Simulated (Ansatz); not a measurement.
**(H2In-mu-AsH2)2 (In₂As₂H₈): trial inputs and their diagnosis**

1 input was typed for (H2In-mu-AsH2)2 (In₂As₂H₈). Each is run as it stands; the log then has to tell whether the result can be used.

The runs use Ansatz 0.2.0, Gaussian basis; the settings change from run to run.

3 further runs of the same task are left out: 3 set aside as unsound or not needed.

### 1 The geometry

The structure was relaxed beforehand with PBE0-D4/def2-SVP. In takes a core potential in def2 sets; no spin-orbit term is included.

12 atoms, charge 0, spin multiplicity 1.

Atoms are counted from 1 here; the program's logs count them from 0.

Bond lengths: In1–H2 1.722 Å, In1–H3 1.722 Å, In1–As4 2.731 Å, In1–As8 2.732 Å, As4–In5 2.732 Å, As4–H9 1.510 Å, As4–H10 1.510 Å, In5–H6 1.722 Å, In5–H7 1.722 Å, In5–As8 2.731 Å, As8–H11 1.510 Å, As8–H12 1.510 Å. Angles: H2–In1–H3 129.8°, H2–In1–As4 108.9°, H2–In1–As8 108.9°, H3–In1–As4 108.9°, H3–In1–As8 108.9°, As4–In1–As8 80.1°, In1–As4–In5 99.9°, In1–As4–H9 115.0°, In1–As4–H10 114.8°, In5–As4–H9 115.0°, In5–As4–H10 114.8°, H9–As4–H10 98.2°, As4–In5–H6 108.9°, As4–In5–H7 108.9°, As4–In5–As8 80.1°, H6–In5–H7 129.8°, H6–In5–As8 108.9°, H7–In5–As8 108.9° and more.

### 2 Attempt 1

Contents of in.yaml:

```yaml
crystal:
  periodic: [false, false, false]
  atoms:
    - {symbol: In, position_ang: [1.172289, -0.773577, 1.548890]}
    - {symbol: H, position_ang: [2.516661, 0.201582, 2.005620]}
    - {symbol: H, position_ang: [0.646147, -2.290024, 2.173717]}
    - {symbol: As, position_ang: [1.005943, -0.832901, -1.176704]}
    - {symbol: In, position_ang: [-1.175908, 0.768760, -1.548551]}
    - {symbol: H, position_ang: [-2.518494, -0.211154, -2.000246]}
    - {symbol: H, position_ang: [-0.655076, 2.285091, -2.178144]}
    - {symbol: As, position_ang: [-1.004575, 0.834785, 1.176595]}
    - {symbol: H, position_ang: [0.894814, -2.212775, -1.778587]}
    - {symbol: H, position_ang: [2.253303, -0.383160, -1.898183]}
    - {symbol: H, position_ang: [-0.882428, 2.216687, 1.771670]}
    - {symbol: H, position_ang: [-2.252676, 0.396697, 1.903923]}
basis:
  gaussian: {orbitals: def2-SVPD, fitting: {mean_field: def2-universal-jkfit}}
total_charge: -1
magnetization: {spin_polarized: true, initial_magnetization: 1}
hamiltonian: {xc: {name: B3LYP-D3}, pseudopotentials: {relativity: none}}
scf: {omitted_lower_state_checks: [starts]}
output: {forces: true}
```

Started as:

```
$ ansatz run in.yaml --threads 2 --pin off --events-out ev --progress --plain --max-ram 22528MiB --backend cpu
```

Before running them: what should the planned runs give, taken together?

As calculated:

```
attempt               level    ended                                                    cause    time
      1  B3LYP-D3/def2-SVPD  refused  the method's name isn't one that the program takes here  0.05 s
```

1 refused. A refusal costs next to no computing time.
